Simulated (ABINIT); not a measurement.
**NaLaMnMoO6 in ABINIT: the effect of starting spin order**

NaLaMnMoO6:

```
Na La Mn Mo O
1.0
     5.55735    0.00000    0.00053
     0.00000    5.59794    0.00000
    -0.06290    0.00000    8.02462
Na La Mn Mo O
2 2 2 2 12
Direct
  0.75008 0.51572 0.49924
  0.24992 0.01572 0.50076
  0.25715 0.95896 0.99937
  0.74285 0.45896 0.00063
  0.24767 0.48762 0.25607
  0.75233 0.98762 0.74393
  0.75559 0.99666 0.27090
  0.24441 0.49666 0.72910
  0.67335 0.97830 0.49061
  0.03402 0.81017 0.27726
  0.93353 0.28910 0.28026
  0.47817 0.20966 0.19922
  0.54435 0.73563 0.20079
  0.82956 0.01818 0.00392
  0.32665 0.47830 0.50939
  0.96598 0.31017 0.72274
  0.06647 0.78910 0.71974
  0.52183 0.70966 0.80078
  0.45565 0.23563 0.79921
  0.17044 0.51818 0.99608
```

The cell was built by a generator and needn't be a form met in nature.

Alike in all runs:

| Property | Result |
| --- | --- |
| Program | ABINIT 10.8.3 (patched build) |
| Task | single point |
| Functional | PBE |
| Potentials or basis | Ansatz PAW PBE generated set soft_1, frozen core |
| Cutoff | 435 eV |
| k mesh | 2 × 2 × 2 |
| Occupations | fermi-dirac, width 0.05 eV |

```tsv
starting spin order	energy over the lowest run (meV/atom)	gap on the mesh (eV)	pressure (GPa)	largest force (eV/Å)	final net moment (μB)	final largest site moment (μB)
non-magnetic	?	?	?	?	?	?
ferromagnetic start	0.0	0.15	-0.2	0.06	9.91	4.26
ferromagnetic start, larger moments	0.0	0.15	-0.2	0.06	9.91	4.26
```

Question: What does the run with starting spin order non-magnetic give?

Answer: Energy over the lowest run 177.7 meV/atom; gap on the mesh none; pressure -6.8 GPa; largest force 1.46 eV/Å; final net moment 0.00 μB; final largest site moment 0.00 μB.

Caveats: all runs use coarse meshes; the atomic spheres overlap; spin-orbit coupling is left out, which moves the levels of the heavy elements (some runs); semilocal functionals often make such compounds metallic where correlation or magnetic order opens a gap, which also shifts bond lengths (some runs); forces of over 1 eV/Å show positions far from the minimum, so gaps and moduli don't describe the material at rest (some runs); small starting moments can end in a higher magnetic state in this program (some runs).

A k mesh can miss the band edges.

A gap of «none» marks a metal or a gap under the smearing width.
